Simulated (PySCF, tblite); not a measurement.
# C₂₂H₃₉B₂O radical: spin distribution

Aim: compute the spin distribution of C₂₂H₃₉B₂O radical (`CB(C)c1c(C(C)(C)C)c([O])c(C(C)(C)C)c(B(C)C)c1C(C)(C)C`).

Programs: tblite 0.8.0 and PySCF 2.14.0, with routines of our own; each step states its level. All values are computed. Atoms count from 0.

## 1. The starting structure

64 atoms, charge 0, multiplicity 2; geometry from: force field, distance geometry or constructed start.

## 2. Relaxing the molecule with GFN2-xTB

Job settings and geometry (Å):

```
{"job": {"kind": "relax", "xc": "GFN2-xTB", "basis": "xTB"}, "charge": 0, "multiplicity": 2}
C     -3.280300     1.125400     1.514400
B     -2.751900     0.426900     0.183300
C     -3.784600     0.064300    -0.961800
C     -1.217900     0.049500     0.025000
C     -0.790700    -1.334600     0.047800
C     -1.594500    -2.543100     0.646300
C     -2.602500    -2.136600     1.752500
C     -0.617500    -3.540700     1.350200
C     -2.345000    -3.290300    -0.468300
C      0.461900    -1.593600    -0.570800
O      0.719700    -2.848100    -1.112400
C      1.452300    -0.586900    -0.640000
C      2.843500    -0.844500    -1.268900
C      3.598900    -1.939400    -0.485700
C      2.680000    -1.274700    -2.750400
C      3.740600     0.420300    -1.279700
C      1.118700     0.664100    -0.081500
B      1.778700     0.956800     1.330700
C      1.339400     0.070300     2.579700
C      2.788100     2.173600     1.591500
C     -0.231400     1.071000    -0.205700
C     -0.507300     2.545900    -0.648100
C      0.683100     3.093200    -1.485500
C     -1.756900     2.688600    -1.561500
C     -0.666700     3.456600     0.585700
H     -4.114100     0.524000     1.954200
H     -3.677300     2.137600     1.271900
H     -2.469900     1.211400     2.264700
H     -4.519700    -0.681600    -0.597000
H     -3.255700    -0.337100    -1.844800
H     -4.338200     0.981000    -1.263900
H     -3.559800    -1.771500     1.335400
H     -2.912400    -3.006500     2.374900
H     -2.154300    -1.386400     2.443200
H      0.074300    -2.999400     2.023000
H     -0.029900    -4.149600     0.636200
H     -1.170600    -4.296900     1.949800
H     -1.650200    -3.681500    -1.237500
H     -2.914600    -4.150600    -0.048000
H     -3.071200    -2.613900    -0.975000
H      4.626700    -2.073800    -0.875700
H      3.097300    -2.928200    -0.545300
H      3.674300    -1.656200     0.586100
H      2.063400    -0.541600    -3.303600
H      2.211900    -2.275900    -2.851900
H      3.667500    -1.347600    -3.260500
H      4.084200     0.678500    -0.265400
H      4.666500     0.251300    -1.877400
H      3.210500     1.284400    -1.735100
H      1.630800    -0.986000     2.397000
H      1.836000     0.417800     3.506100
H      0.246700     0.132000     2.709700
H      3.688000     1.787300     2.105700
H      3.101900     2.648400     0.641300
H      2.303300     2.928400     2.241200
H      0.481300     4.124000    -1.854000
H      1.618000     3.141500    -0.905400
H      0.861800     2.444500    -2.375600
H     -1.722900     3.633900    -2.146200
H     -1.815600     1.852000    -2.281900
H     -2.693300     2.772400    -0.973900
H     -1.494300     3.118100     1.227200
H      0.256400     3.464100     1.197500
H     -0.879000     4.503400     0.274400
```

Launch:

```sh
OMP_NUM_THREADS=2 python large_run.py task.json out
```

The driver reads the jobs from task.json and runs them one after another.

The program printed:

```text
step      E/eV     max force
  0   -1997.08377    5.424
  1   -1997.88747    0.880
  2   -1998.04363    1.507
  3   -1998.17741    0.438
  4   -1998.23074    0.461
  5   -1998.29977    0.353
  6   -1998.35181    0.376
  7   -1998.42222    0.384
  8   -1998.47948    0.380
  9   -1998.52799    0.350
 10   -1998.56013    0.297
 11   -1998.58930    0.276
 12   -1998.62009    0.270
 13   -1998.64825    0.243
 14   -1998.67124    0.204
 15   -1998.69309    0.253
 16   -1998.71687    0.315
 17   -1998.73842    0.249
 18   -1998.75290    0.161
 19   -1998.76205    0.128
 20   -1998.76944    0.145
 21   -1998.77628    0.139
 22   -1998.78182    0.112
 23   -1998.78612    0.090
 24   -1998.78811    0.082
 25   -1998.79298    0.066
 26   -1998.79436    0.073
 27   -1998.80021    0.101
 28   -1998.80504    0.126
 29   -1998.81210    0.147
 30   -1998.81888    0.136
 31   -1998.82580    0.131
 32   -1998.83201    0.122
 33   -1998.83798    0.121
 34   -1998.84350    0.125
 35   -1998.84851    0.113
 36   -1998.85338    0.119
 37   -1998.85875    0.128
 38   -1998.86495    0.163
 39   -1998.87191    0.155
 40   -1998.87929    0.119
 41   -1998.88686    0.134
 42   -1998.89435    0.145
 43   -1998.90139    0.177
 44   -1998.90796    0.154
 45   -1998.91457    0.134
 46   -1998.92197    0.149
 47   -1998.93009    0.150
 48   -1998.93760    0.168
 49   -1998.94403    0.135
 50   -1998.95018    0.140
 51   -1998.95686    0.131
 52   -1998.96326    0.107
 53   -1998.96811    0.093
 54   -1998.97167    0.094
 55   -1998.97517    0.089
 56   -1998.97966    0.110
 57   -1998.98511    0.122
 58   -1998.99067    0.118
 59   -1998.99586    0.125
 60   -1999.00064    0.136
 61   -1999.00488    0.139
 62   -1999.00926    0.117
 63   -1999.01411    0.117
 64   -1999.02046    0.105
 65   -1999.02472    0.112
 66   -1999.03041    0.115
 67   -1999.03448    0.095
 68   -1999.03864    0.090
 69   -1999.04290    0.102
 70   -1999.04760    0.105
 71   -1999.05224    0.127
 72   -1999.05688    0.114
 73   -1999.06156    0.098
 74   -1999.06608    0.098
 75   -1999.07009    0.083
 76   -1999.07366    0.083
 77   -1999.07700    0.090
 78   -1999.07998    0.084
 79   -1999.08242    0.068
 80   -1999.08445    0.072
 81   -1999.08650    0.084
 82   -1999.08903    0.076
 83   -1999.09141    0.079
 84   -1999.09347    0.063
 85   -1999.09517    0.058
 86   -1999.09653    0.055
 87   -1999.09762    0.057
 88   -1999.09859    0.060
 89   -1999.09970    0.056
 90   -1999.10100    0.061
 91   -1999.10237    0.068
 92   -1999.10360    0.059
 93   -1999.10469    0.059
 94   -1999.10574    0.055
 95   -1999.10682    0.051
 96   -1999.10791    0.078
 97   -1999.10907    0.078
 98   -1999.11030    0.062
 99   -1999.11157    0.055
100   -1999.11282    0.064
101   -1999.11409    0.062
102   -1999.11545    0.065
103   -1999.11684    0.059
104   -1999.11811    0.061
105   -1999.11931    0.064
106   -1999.12047    0.059
107   -1999.12161    0.057
108   -1999.12258    0.046
109   -1999.12335    0.052
110   -1999.12405    0.057
111   -1999.12486    0.053
112   -1999.12574    0.040
113   -1999.12656    0.045
114   -1999.12732    0.047
115   -1999.12816    0.057
116   -1999.12914    0.058
117   -1999.13023    0.053
118   -1999.13129    0.046
119   -1999.13235    0.056
120   -1999.13344    0.056
121   -1999.13453    0.058
122   -1999.13543    0.043
123   -1999.13618    0.043
124   -1999.13695    0.057
125   -1999.13801    0.058
126   -1999.13923    0.052
127   -1999.14040    0.048
128   -1999.14144    0.057
129   -1999.14246    0.044
130   -1999.14344    0.039
131   -1999.14434    0.037
132   -1999.14502    0.037
133   -1999.14574    0.037
134   -1999.14649    0.041
135   -1999.14732    0.038
136   -1999.14814    0.047
137   -1999.14898    0.053
138   -1999.14978    0.040
139   -1999.15054    0.049
140   -1999.15131    0.044
141   -1999.15225    0.052
142   -1999.15328    0.058
143   -1999.15420    0.051
144   -1999.15489    0.044
145   -1999.15543    0.046
146   -1999.15598    0.038
147   -1999.15666    0.048
148   -1999.15740    0.046
149   -1999.15809    0.055
150   -1999.15877    0.062
151   -1999.15952    0.050
152   -1999.16030    0.051
153   -1999.16093    0.035
154   -1999.16136    0.037
155   -1999.16171    0.036
156   -1999.16210    0.038
157   -1999.16259    0.044
158   -1999.16301    0.041
159   -1999.16344    0.034
160   -1999.16392    0.034
161   -1999.16442    0.040
162   -1999.16489    0.050
163   -1999.16531    0.046
164   -1999.16578    0.040
165   -1999.16637    0.053
166   -1999.16707    0.050
167   -1999.16772    0.047
168   -1999.16827    0.040
169   -1999.16882    0.047
170   -1999.16946    0.058
171   -1999.17017    0.049
172   -1999.17083    0.054
173   -1999.17144    0.054
174   -1999.17209    0.045
175   -1999.17279    0.045
176   -1999.17340    0.047
177   -1999.17388    0.043
178   -1999.17431    0.035
179   -1999.17485    0.040
180   -1999.17558    0.042
181   -1999.17609    0.047
182   -1999.17657    0.037
183   -1999.17699    0.029
184   -1999.17739    0.027
185   -1999.17776    0.033
186   -1999.17808    0.038
187   -1999.17843    0.031
188   -1999.17889    0.041
189   -1999.17942    0.037
190   -1999.17991    0.030
191   -1999.18033    0.031
192   -1999.18073    0.035
193   -1999.18115    0.041
194   -1999.18158    0.032
195   -1999.18199    0.029
196   -1999.18232    0.026
197   -1999.18264    0.028
198   -1999.18290    0.022
199   -1999.18308    0.020
200   -1999.18323    0.017
```

It took 13 s on 2 threads of Arm Neoverse N1, shared host.

Step by step:

```csv
step,energy from step 0 (eV),largest force (eV/Å)
0,0.0000,5.4242
1,-0.8037,0.8803
2,-0.9599,1.5063
3,-1.0936,0.4375
4,-1.1470,0.4614
5,-1.2160,0.3525
6,-1.2680,0.3760
7,-1.3384,0.3845
8,-1.3957,0.3800
25,-1.7092,0.0656
42,-1.8106,0.1447
59,-1.9121,0.1256
76,-1.9899,0.0829
93,-2.0209,0.0596
110,-2.0403,0.0568
127,-2.0566,0.0482
144,-2.0711,0.0437
161,-2.0807,0.0398
178,-2.0905,0.0351
196,-2.0985,0.0257
197,-2.0989,0.0282
198,-2.0991,0.0216
199,-2.0993,0.0210
200,-2.0995,0.0165
```

Close pairs (by a distance rule), those that changed most:

```csv
bond,before (Å),after (Å),change (Å)
C9–O10,1.391,1.234,-0.156
C3–C4,1.449,1.386,-0.063
C9–C11,1.414,1.469,+0.055
C4–C5,1.570,1.517,-0.053
C20–C21,1.564,1.519,-0.045
C4–C9,1.421,1.466,+0.045
C11–C16,1.410,1.371,-0.039
C16–C20,1.416,1.450,+0.035
```

The final coordinates are the input of the step that follows.

## 3. Spin distribution: UKS BHandHLYP/6-31G*

Job settings and geometry (Å):

```
{"job": {"kind": "spin", "xc": "BHandHLYP", "basis": "6-31G*", "grid": 1}, "charge": 0, "multiplicity": 2}
C     -3.013582     0.850241     1.896736
B     -2.774054     0.309506     0.419580
C     -4.033752     0.152832    -0.542825
C     -1.294372    -0.032767    -0.038380
C     -0.875125    -1.339437    -0.232703
C     -1.622706    -2.607315     0.135155
C     -2.544931    -2.399169     1.337129
C     -0.618513    -3.702878     0.539129
C     -2.427726    -3.100319    -1.076050
C      0.400573    -1.524538    -0.929904
O      0.558240    -2.434594    -1.748712
C      1.456875    -0.585691    -0.527600
C      2.875525    -1.112176    -0.686937
C      2.978773    -2.496568    -0.027000
C      3.180306    -1.234211    -2.189103
C      3.952408    -0.222869    -0.070140
C      1.082851     0.654337    -0.077244
B      1.983653     1.597796     0.815217
C      1.756889     1.347858     2.370829
C      3.013607     2.735284     0.403164
C     -0.323092     0.987534    -0.199575
C     -0.674153     2.427910    -0.530642
C      0.251302     2.895477    -1.667786
C     -2.099193     2.596406    -1.059633
C     -0.516071     3.340823     0.691776
H     -3.804552     0.301688     2.405203
H     -3.346432     1.887922     1.888588
H     -2.127250     0.802731     2.525485
H     -4.697362    -0.644843    -0.211596
H     -3.774095    -0.059935    -1.576754
H     -4.651904     1.049525    -0.540483
H     -3.332316    -1.691325     1.115261
H     -3.008841    -3.345417     1.610937
H     -1.978679    -2.034079     2.190869
H      0.058433    -3.335390     1.308810
H     -0.032588    -4.031398    -0.312859
H     -1.155208    -4.562800     0.934667
H     -1.761301    -3.240273    -1.922714
H     -2.905243    -4.051186    -0.846436
H     -3.194203    -2.380979    -1.349229
H      3.996737    -2.872221    -0.111071
H      2.315396    -3.206183    -0.509750
H      2.718695    -2.433355     1.028968
H      3.095626    -0.260705    -2.668546
H      2.483912    -1.917620    -2.663251
H      4.192744    -1.606982    -2.330718
H      3.729781     0.010802     0.965970
H      4.906653    -0.746971    -0.098727
H      4.062472     0.695093    -0.634563
H      2.184499     0.389087     2.663326
H      2.202658     2.106561     3.011409
H      0.698894     1.275125     2.616832
H      3.945858     2.614949     0.953648
H      3.263851     2.791759    -0.653866
H      2.639355     3.717822     0.691764
H      0.035569     3.932642    -1.916468
H      1.294852     2.816615    -1.398636
H      0.080197     2.286682    -2.553262
H     -2.219074     3.605967    -1.450255
H     -2.297230     1.894874    -1.863945
H     -2.829549     2.458979    -0.272910
H     -1.170241     3.010139     1.493645
H      0.502880     3.332534     1.057689
H     -0.781282     4.362400     0.426573
```

Level: UKS BHandHLYP/6-31G* single point, non-relativistic, gas phase.

The program printed:

```text
start: PBE on a coarse grid of 47249 points
cycle   1  E = -985.0129577263  dE =  2.325e+00  |g| = 1.053e+00  |ddm| = 5.196e+00
cycle   2  E = -981.9080285977  dE =  3.105e+00  |g| = 2.381e+00  |ddm| = 3.625e+00
cycle   3  E = -984.6120067181  dE = -2.704e+00  |g| = 1.314e+00  |ddm| = 3.226e+00
cycle   4  E = -985.5061604440  dE = -8.942e-01  |g| = 3.897e-01  |ddm| = 1.420e+00
cycle   5  E = -985.4505324269  dE =  5.563e-02  |g| = 4.693e-01  |ddm| = 7.628e-01
cycle   6  E = -985.5758582774  dE = -1.253e-01  |g| = 9.081e-02  |ddm| = 6.149e-01
cycle   7  E = -985.5783166819  dE = -2.458e-03  |g| = 6.106e-02  |ddm| = 1.772e-01
cycle   8  E = -985.5799972515  dE = -1.681e-03  |g| = 2.368e-02  |ddm| = 9.859e-02
cycle   9  E = -985.5803036625  dE = -3.064e-04  |g| = 5.315e-03  |ddm| = 3.837e-02
final grid: 197380 points
cycle  10  E = -986.0675142097  dE = -4.269e-02  |g| = 8.592e-02  |ddm| = 6.993e-01
cycle  11  E = -986.0671275422  dE =  3.867e-04  |g| = 1.100e-01  |ddm| = 2.431e-01
cycle  12  E = -986.0722410731  dE = -5.114e-03  |g| = 1.857e-02  |ddm| = 1.290e-01
cycle  13  E = -986.0726183932  dE = -3.773e-04  |g| = 1.016e-02  |ddm| = 3.176e-02
cycle  14  E = -986.0728571981  dE = -2.388e-04  |g| = 5.707e-03  |ddm| = 2.775e-02
cycle  15  E = -986.0730073057  dE = -1.501e-04  |g| = 4.209e-03  |ddm| = 2.982e-02
cycle  16  E = -986.0730538601  dE = -4.655e-05  |g| = 1.659e-03  |ddm| = 2.043e-02
cycle  17  E = -986.0730615895  dE = -7.729e-06  |g| = 1.119e-03  |ddm| = 4.897e-03
cycle  18  E = -986.0730654760  dE = -3.886e-06  |g| = 5.513e-04  |ddm| = 4.992e-03
cycle  19  E = -986.0730660349  dE = -5.589e-07  |g| = 3.843e-04  |ddm| = 3.225e-03
cycle  20  E = -986.0730696277  dE = -3.593e-06  |g| = 1.824e-04  |ddm| = 2.266e-03
cycle  21  E = -986.0730675796  dE =  2.048e-06  |g| = 1.258e-04  |ddm| = 9.344e-04
cycle  22  E = -986.0730694546  dE = -1.875e-06  |g| = 7.661e-05  |ddm| = 6.056e-04
converged SCF energy = -986.0730694546
<S^2> = 0.8511

atom   charge     spin (Mulliken)
  0 C   -0.6729  -0.0067
  1 B    0.4408   0.0205
  2 C   -0.6724  -0.0051
  3 C   -0.0443  -0.3539
  4 C   -0.0185   0.5091
  5 C    0.0152  -0.0425
  6 C   -0.4982   0.0030
  7 C   -0.4995   0.0117
  8 C   -0.4764   0.0153
  9 C    0.3852  -0.1197
 10 O   -0.5110   0.2504
 11 C   -0.0313   0.3016
 12 C    0.0200  -0.0261
 13 C   -0.4890   0.0093
 14 C   -0.4788   0.0067
 15 C   -0.5152   0.0007
 16 C   -0.0423  -0.2563
 17 B    0.4455   0.0183
 18 C   -0.6718  -0.0037
 19 C   -0.6838  -0.0031
 20 C   -0.0113   0.6839
 21 C   -0.0116  -0.0574
 22 C   -0.4805   0.0114
 23 C   -0.5088   0.0033
 24 C   -0.4815   0.0219
 25 H    0.1704   0.0005
 26 H    0.1681  -0.0008
 27 H    0.1646   0.0004
 28 H    0.1749  -0.0005
 29 H    0.1694   0.0003
 30 H    0.1657   0.0002
 31 H    0.1591  -0.0002
 32 H    0.1625   0.0001
 33 H    0.1654   0.0001
 34 H    0.1490  -0.0003
 35 H    0.2014  -0.0015
 36 H    0.1460   0.0006
 37 H    0.1964  -0.0012
 38 H    0.1445   0.0046
 39 H    0.1532  -0.0006
 40 H    0.1459   0.0018
 41 H    0.1944  -0.0011
 42 H    0.1442  -0.0003
 43 H    0.1429  -0.0002
 44 H    0.2098  -0.0009
 45 H    0.1407   0.0020
 46 H    0.1603  -0.0001
 47 H    0.1644  -0.0003
 48 H    0.1734   0.0002
 49 H    0.1762   0.0005
 50 H    0.1563  -0.0020
 51 H    0.1727  -0.0002
 52 H    0.1741   0.0000
 53 H    0.1691   0.0000
 54 H    0.1766   0.0001
 55 H    0.1503   0.0039
 56 H    0.1793  -0.0004
 57 H    0.1657  -0.0005
 58 H    0.1641  -0.0005
 59 H    0.1795   0.0001
 60 H    0.1668  -0.0002
 61 H    0.1694  -0.0008
 62 H    0.1663  -0.0013
 63 H    0.1595   0.0061

charge  mult   E - E0 / eV    <S^2>
   0     4       4.1145     3.772
   1     1       6.7022     0.001
  -1     1      -1.0245     0.000
```

Wall time 6.8 min (2 threads of Arm Neoverse N1, shared host); peak memory 1.6 GiB.

In short:

```csv
quantity,value
⟨S²⟩,0.851
```

Mulliken spin populations:

C0 -0.01; B1 0.02; C2 -0.01; C3 -0.35; C4 0.51; C5 -0.04; C6 0.00; C7 0.01; C8 0.02; C9 -0.12; O10 0.25; C11 0.30; C12 -0.03; C13 0.01; C14 0.01; C15 0.00; C16 -0.26; B17 0.02; C18 0.00; C19 0.00; C20 0.68; C21 -0.06; C22 0.01; C23 0.00; C24 0.02; H25 0.00; H26 0.00; H27 0.00; H28 0.00; H29 0.00; H30 0.00; H31 0.00; H32 0.00; H33 0.00; H34 0.00; H35 0.00; H36 0.00; H37 0.00; H38 0.00; H39 0.00; H40 0.00; H41 0.00; H42 0.00; H43 0.00; H44 0.00; H45 0.00; H46 0.00; H47 0.00; H48 0.00; H49 0.00; H50 0.00; H51 0.00; H52 0.00; H53 0.00; H54 0.00; H55 0.00; H56 0.00; H57 0.00; H58 0.00; H59 0.00; H60 0.00; H61 0.00; H62 0.00; H63 0.01

## 4. What came out

```
                           quantity                                     value
⟨S²⟩ (step 3, UKS BHandHLYP/6-31G*)                                     0.851
             largest Mulliken spins  C20 +0.68, C4 +0.51, C3 -0.35, C11 +0.30
           charge 0, multiplicity 4                  +4.11 eV from this state
           charge 1, multiplicity 1                  +6.70 eV from this state
          charge -1, multiplicity 1                  -1.02 eV from this state
```

The largest spin population, +0.68, lies on C20.
